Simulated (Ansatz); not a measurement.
Predict the output of the script below (Ansatz 0.2.0 through its Python package).

Script `scsi2.py`:
```python
"""Response of the spins of ScSi2 to a Zeeman field."""

import logging
import sys

import ansatz as az
import numpy as np

logging.basicConfig(stream=sys.stdout, format="[%(levelname)s] %(message)s")
log = logging.getLogger("calc")
log.setLevel(logging.INFO)

crystal = (
    az.Lattice.of([3.66, 0.0, 0.0], [-1.83, 3.169653, 0.0], [0.0, 0.0, 3.87])
    .atom("Sc", [0.0, 0.0, 0.0])
    .atom("Si", [1 / 3, 2 / 3, 0.5])
    .atom("Si", [2 / 3, 1 / 3, 0.5])
)

calculation = (
    crystal.calculation()
    .functional(az.Functional.R2SCAN, dispersion="d3bjatm")
    .kpoints(7, 7, 6)
    .occupations("cold", width=0.15)
    .spin("collinear")
)
# the field acts on the spins alone; such large fields lift the response over the noise
rows = []
for tesla in [0, 100, 200, 400]:
    r = (calculation.magnetic_field(tesla) if tesla else calculation).run(threads=1, backend="cpu").report
    rows.append((tesla, r["magnetization_mub"], r["free_energy_ev"], r["components"].get("e_zeeman", 0.0)))
log.info("         B (T)      moment muB            F eV  Zeeman term eV")
for row in rows:
    log.info(f"{str(row[0]):>14s}  {row[1]:14.4f}  {row[2]:14.5f}  {row[3]:14.5f}")
slope = np.polyfit([row[0] for row in rows], [row[1] for row in rows], 1)[0]
log.info(f"dM/dB = {1000 * slope:.4f} muB per 1000 T per cell")
```

```console
$ python scsi2.py
DeckWarning: basis.ecutwfc = 500 eV, auto-derived from the records' recommended cutoffs: set by Sc (their level for a meta-GGA)
RunWarning: this spin-polarised run has no starting moment large enough to seed its density, so its SCF can try parallel moments of its own, which can die out, and starts no order whose moments cancel. Behind that start scf.lower_state_search: light tries no other order and makes no probe for moments, and off searches nothing, so another order or size of moments can lie lower. To look for one, give starting moments (crystal.atoms[].spin, magnetization.per_species, [...]
[INFO]          B (T)      moment muB            F eV  Zeeman term eV
[INFO]              0          0.0000     -3419.68147         0.00000
[INFO]            100          0.0062     -3419.68149        -0.00004
[INFO]            200          0.0123     -3419.68154        -0.00014
[INFO]            400          0.0243     -3419.68175        -0.00056
[INFO] dM/dB = 0.0608 muB per 1000 T per cell
```
(Warnings from the package without file and line, shortened.)

Caveats:
- Absolute energies stand on the zero of these potentials, so only differences at equal settings mean something. A total without «per atom» is that of the cell as typed.
- The run is spin-unpolarised.
- Dispersion corrections can be off by several per cent in the lattices of metals, and by several GPa in the pressure at a fixed cell.
- The mesh is modest for a metal, so energies can be off by several to tens of meV an atom and pressures by half a GPa or more; differences at equal mesh fare better.
- r2SCAN tends to overestimate the moments of itinerant magnets.
- The structure is a deposited one; some such entries were measured under pressure or heat, so a shift against it needn't be the functional's error alone.
- Orbital magnetism is left out. The response of a metal hangs strongly on mesh and smearing, and a straight-line fit holds only where the moment is linear in the field.
- It ran for 51 s on 1 thread of Arm Neoverse V1 (shared host), peak memory 0.48 GiB.
